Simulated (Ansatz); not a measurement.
SnTe, space group F-43m, a convergence test of the k-point mesh

Program: Ansatz 0.2.0 through its Python package.

Run as a notebook:

**Cell 1**
```python
import warnings

import ansatz as az
import matplotlib.pyplot as plt

warnings.simplefilter("ignore", az.DeckWarning)

cell = (
    az.Lattice.fcc(7.222292)
    .space_group(216)
    .atom("Sn", [0.0, 0.0, 0.0])
    .atom("Te", [0.25, 0.25, 0.25])
    .primitive()
)
```

**Cell 2**
```python
[site.symbol for site in cell.resolved().sites]
```
Output:
```text
['Sn', 'Te']
```

**Cell 3**
```python
job = (
    cell.calculation()
    .functional(az.Functional.R2SCAN)
    .occupations("fixed")
    .stress()
)

rows = []
for value in [1.0, 0.6, 0.4, 0.3]:
    summary = job.kpoints(spacing=value).run(threads=1, pin="off").report
    rows.append((value, summary["free_energy_ev"] / len(summary["lattice"]["sites"]), summary["n_iterations"], sum(summary["stress_gpa"][i][i] for i in range(3)) / 3, summary["n_kpoints"]))

print("spacing (1/A)   F/atom (eV)    iterations       P (GPa)      k-points")
for row in rows:
    print(f"{str(row[0]):>12s}  {row[1]:12.5f}  {row[2]:12d}  {row[3]:12.3f}  {row[4]:12d}")
```
Output:
```text
spacing (1/A)   F/atom (eV)    iterations       P (GPa)      k-points
         1.0   -6516.85041             6        -1.822             3
         0.6   -6516.74054             6        -1.425             4
         0.4   -6516.68568             6        -0.673             8
         0.3   -6516.68059             7        -0.570            16
```

**Cell 4**
```python
# differences from the last row
for row in rows[:-1]:
    shift = 1000 * (row[1] - rows[-1][1])
    print(f"{row[0]}: {shift:+.2f} meV/atom" + ("  (within 2 meV)" if abs(shift) < 2 else ""))
plt.figure(figsize=(4.5, 3))
plt.plot([str(row[0]) for row in rows], [1000 * (row[1] - rows[-1][1]) for row in rows], "o-")
plt.xlabel("spacing (1/A)")
plt.ylabel("F - F(last) (meV/atom)")
plt.tight_layout()
plt.savefig("kconv.png", dpi=100)
```
Output:
```text
1.0: -169.82 meV/atom
0.6: -59.95 meV/atom
0.4: -5.09 meV/atom
```

Caveats:
- Pressure is positive in compression.
- This cell is a computed structure, which may not be the phase found in nature.
- Shifts are counted from the finest mesh, which is itself no proven limit.
- Wall time of the script: 20 s on 1 thread of Intel(R) Xeon(R) Processor @ 2.30GHz, with other jobs on the host, peak memory 0.82 GiB.
